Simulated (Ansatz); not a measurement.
Al, space group P6_3/mmc, an equation of state with a fit

Computed with Ansatz 0.2.0, Python API.

The cells in order, each with its output:

In [1]:
```python
import warnings

import ansatz as az
import numpy as np
```

In [2]:
```python
XC = "pbesol"
CUTOFF = 470
FILLING = "fermi_dirac"
KMESH = (9, 9, 3)
```

In [3]:
```python
VECTORS = np.array([
    [2.827077, 0.0, 0.0],
    [-1.413539, 2.448321, 0.0],
    [0.0, 0.0, 9.185993],
])
SITES = [
    ("Al", (0.0, 0.0, 0.0)),
    ("Al", (1 / 3, 2 / 3, 0.25)),
    ("Al", (0.0, 0.0, 0.5)),
    ("Al", (2 / 3, 1 / 3, 0.75)),
]
```

In [4]:
```python
def build(cell):
    crystal = az.Crystal(lattice=az.Lattice.of(cell))
    for symbol, position in SITES:
        crystal = crystal.atom(symbol, position)
    return crystal
```

In [5]:
```python
warnings.simplefilter("ignore", az.DeckWarning)
```

In [6]:
```python
volumes, energies, pressures = [], [], []
for scale in np.linspace(0.95, 1.07, 5):
    cell = VECTORS * scale ** (1 / 3)
    setup = build(cell).calculation()
    setup = setup.functional(XC)
    setup = setup.pseudopotentials("paw")
    setup = setup.basis(CUTOFF)
    setup = setup.occupations(FILLING).kpoints(*KMESH)
    setup = setup.stress()
    r = setup.run(threads=1).report
    volumes.append(abs(np.linalg.det(cell)) / len(SITES))
    energies.append(r["free_energy_ev"] / len(SITES))
    pressures.append(np.trace(r["stress_gpa"]) / 3)
    print(f"V = {volumes[-1]:8.4f} A^3/atom  F = {energies[-1]:.5f} eV/atom  P = {pressures[-1]:8.3f} GPa")
```
```text
V =  15.1007 A^3/atom  F = -524.51690 eV/atom  P =    6.763 GPa
V =  15.5775 A^3/atom  F = -524.53211 eV/atom  P =    3.535 GPa
V =  16.0544 A^3/atom  F = -524.53843 eV/atom  P =    0.792 GPa
V =  16.5312 A^3/atom  F = -524.53723 eV/atom  P =   -1.540 GPa
V =  17.0081 A^3/atom  F = -524.52961 eV/atom  P =   -3.521 GPa
```

In [7]:
```python
x = np.array(volumes) ** (-2 / 3)
poly = np.polynomial.Polynomial.fit(x, energies, 3).convert()
roots = poly.deriv().roots()
x0 = min((r.real for r in roots if abs(r.imag) < 1e-9 and poly.deriv(2)(r.real) > 0), key=lambda r: abs(r - x.mean()))
v0 = x0 ** -1.5
b0 = 4 / 9 * poly.deriv(2)(x0) * v0 ** (-7 / 3) * 160.21766
b1 = 4 + 2 / 3 * x0 * poly.deriv(3)(x0) / poly.deriv(2)(x0)
print(f"V0 = {v0:.4f} A^3/atom, B0 = {b0:.1f} GPa, dB/dP = {b1:.2f}")
```
```text
V0 = 16.2076 A^3/atom, B0 = 81.5 GPa, dB/dP = 4.54
```

A third-order Birch-Murnaghan fit through the 5 points has its minimum at 16.21 Å³ an atom, 2.0 % above the typed cell, with a bulk modulus of 81 GPa and dB/dP = 4.5. From that minimum the energy rises by 21.9 meV an atom on the compressed side and 9.2 meV on the expanded side.

Notes:
- Total energies depend on the potentials; only differences at equal settings carry meaning.
- Shape and fractional positions are held along the curve, so the bulk modulus is an upper value where they are free to relax, by a factor of two or more in layered or hydrogen-bonded cells.
- The mesh is modest for a metal, so energies can be off by several to tens of meV an atom and pressures by half a GPa or more; differences at equal mesh fare better.
- Pressure is positive in compression.
- This isn't the structure that Al takes at ambient conditions.
- The whole script took 5.6 s on 1 thread of Intel(R) Xeon(R) Processor @ 2.30GHz, on a shared host, peak memory 0.5 GiB.
